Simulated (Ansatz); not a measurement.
**Al2O3: an axial (c/a) deformation path**

One table from this session's results is given with a row withheld; the runs are named, their logs left out.

Program: Ansatz 0.2.0. Level of theory: DFT LDA, scalar-relativistic, plane waves, PAW. These are calculated values, not measurements.

### The starting structure

It takes space group P-3m1 (No. 164, trigonal). Conventional cell: a = 3.017 Å, b = 3.017 Å, c = 7.575 Å, α = 90.00°, β = 90.00°, γ = 120.00°. Al (site symmetry 3m) has 4 O at 1.68 to 1.84 Å as nearest neighbours. O (site symmetry 3m) has 3 Al at 1.84 Å as nearest neighbours. O (site symmetry -3m) is surrounded by 2 Al at 1.68 Å.

Structure file:

```xyz
5
Lattice="3.0175 0.0000 0.0000 -1.5087 2.6132 0.0000 0.0000 0.0000 7.5746" Properties=species:S:1:pos:R:3 pbc="T T T"
Al    0.0000    0.0000    2.1054
Al    0.0000    0.0000    5.4693
O     0.0000    1.7421    1.5108
O     1.5087    0.8711    6.0638
O     0.0000    0.0000    3.7873
```

It goes back to an entry of the Materials Project, which need not be the stable form.

The cell is taken as given, not relaxed at this level.

The first run:

At fixed volume and fractional coordinates, lengths along (0.000, 0.000, 1.000) are scaled against those across it; ρ is that ratio over its starting value.

File input.yaml:

```yaml
crystal:
  lattice:
    - [3.1854573241, 0.0, 0.0]
    - [-1.592728662, 2.7586869653, 0.0]
    - [0.0, 0.0, 6.7968505109]
  atoms:
    - { symbol: Al, position: [0.0, 0.0, 0.277951] }
    - { symbol: Al, position: [0.0, 0.0, 0.722049] }
    - { symbol: O, position: [0.3333333333, 0.6666666667, 0.199454] }
    - { symbol: O, position: [0.6666666667, 0.3333333333, 0.800546] }
    - { symbol: O, position: [0.0, 0.0, 0.5] }
basis:
  ecutwfc: 420
kpoints:
  mp_grid: { grid: [12, 12, 4] }
hamiltonian:
  xc: lda
scf:
  occupations: { method: gaussian, width: 0.05 }
output:
  forces: true
  stress: true
  eigenvalues: true
```

The run is started by

```bash
$ ansatz run input.yaml --threads 1 --pin off --max-ram 2560MiB --backend cpu --events-out ev --progress --plain --runs-dir out
```

Steps of the session up to this table: At ρ = 0.850; ρ = 1.200; Point ρ = 0.920; At ρ = 1.100; ρ = 0.960; ρ = 1.050; At ρ = 0.800; At ρ = 1.300.

One table of the session follows, with a row left open; its other results are not shown here.

The scan, with free energies counted from the undisturbed cell:

```
    ρ  ΔE (meV/atom)  pressure (GPa)  gap on the mesh (eV)
0.800          651.5            12.6                  2.83
0.850          329.6             3.6                  3.19
0.920           81.7            -4.2                  3.01
0.960           18.9            -6.8                  2.61
1.000            0.0            -8.3                  2.20
1.050              ?               ?                     ?
1.100           94.8            -8.6                  1.14
1.200          324.1            -5.2                  0.10
1.300          624.0             0.9                  0.00
```

Q: Estimate the row for ρ = 1.050 from the others.

Worked estimate for «ΔE (meV/atom)». A straight line through the neighbours (1.000, 0.0) and (1.100, 94.8) gives 0.0 + (94.8 − 0.0) × (1.050 − 1.000) / (1.100 − 1.000) = 47.4; a parabola fitted to 4 rows on both sides gives 30.1.

The run gave: ΔE (meV/atom): 25.8; pressure (GPa): -9.0; gap on the mesh (eV): 1.67. In «ΔE (meV/atom)» the line misses by +21.6 and the parabola by +4.3.

Where the gap reads zero, the mesh chosen for the insulator is on the coarse side.

To keep in mind: The final runs have no spin polarisation, so no magnetic state was tried and one may lie lower. Layers here are held mostly by dispersion, which this level lacks, so their spacing and the stiffness across them are unreliable there.
